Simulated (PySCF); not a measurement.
**PbCl+: from the state search to spectroscopic constants**

What are the lowest state that PBE0 finds, the bond length, vibrational wavenumber and bond energy of PbCl+, and how much do these hang on the method?

Computed with PySCF 2.14.0. Level: Pb def2-SVP with ECP60, Cl def2-SVP, scalar-relativistic core potentials.

### Step 1. Input

Settings of the job:

```yaml
atoms: Pb, Cl
charge: 1
basis: Pb def2-SVP with ECP60, Cl def2-SVP
Hamiltonian: scalar-relativistic core potentials
basis_functions: 44
electrons_treated: 38
masses_in_u: 207.9766, 34.9689
levels: PBE0, PBE, r²SCAN, PBEsol, revPBE, BP86, CAM-B3LYP, HF, MP2, SCS-MP2, CCSD, CCSD(T)
grid: 80 radial by 434 angular points
occupations: held fixed by the projection of orbital angular momentum
dissociation_limit: Pb+ + Cl, each in its ground configuration
starting_distance_in_angstrom: 2.465
values_of_2S_to_try: 0, 2
```

On the command line:

```sh
OMP_NUM_THREADS=1 python dia.py task.json out
```

Further steps of the session: First curve: PBE0; Excited determinants; PBE; r²SCAN; PBEsol; revPBE (GGA); BP86 (GGA); CAM-B3LYP; RHF (mean field); MP2 and coupled cluster.

**Question.** What will these runs give? Wanted: for each run, Re; ωe; De; μ.

**Answer**, as computed:

Lowest PBE0 solution found, without spin–orbit coupling: ¹Σ⁺ (singlet), closed shell. State 2 has its PBE0 minimum 3.26 eV higher. The other levels ran on the lowest alone.

```csv
level,Re (Å),ωe (cm⁻¹),De (eV),μ (D)
RHF,2.391,393,2.33,-3.70
RHF-MP2,2.385,397,3.54,n/a
RHF-SCS-MP2,2.390,393,3.40,n/a
RHF-CCSD,2.392,391,3.31,n/a
RHF-CCSD(T),2.398,385,3.45,n/a
PBE,2.411,371,4.20,-2.50
PBEsol,2.393,382,4.44,-2.37
revPBE,2.422,365,3.98,-2.64
BP86,2.412,371,4.14,-2.50
r²SCAN,2.396,384,3.99,-2.81
PBE0,2.389,388,3.88,-2.90
CAM-B3LYP,2.382,395,3.71,-2.85
```

De is counted to Pb+ + Cl in their ground configurations. A positive dipole points from Pb to Cl; in an ion it is taken about the centre of mass and does not tell which atom is negative.

Differences from CCSD(T) in the same basis:

```csv
level,Re (mÅ),ωe (%)
RHF,-7,+2.1
RHF-MP2,-13,+3.1
RHF-SCS-MP2,-8,+2.1
RHF-CCSD,-7,+1.6
PBE,+13,-3.6
PBEsol,-5,-1.0
revPBE,+24,-5.2
BP86,+14,-3.6
r²SCAN,-2,-0.3
PBE0,-9,+0.7
CAM-B3LYP,-17,+2.5
```

**Reading.** Judged by CCSD(T) in the same basis: best bond length r²SCAN (-2 mÅ), worst revPBE (+24 mÅ); best wavenumber r²SCAN (-0.3 %), worst revPBE (-5.2 %). Hartree–Fock falls on the short and stiff side, its usual fault. PBE has the long and soft bond that GGAs tend to give. CCSD(T) in a basis this small is itself some way from its limit, more so than the functionals. Of the levels with a De here, RHF gives the least (2.33 eV) and PBEsol the most (4.44 eV).

Correlated steps freeze 9 core orbitals. Spin–orbit coupling is left out, which matters for elements this heavy, above all for dissociation energies.
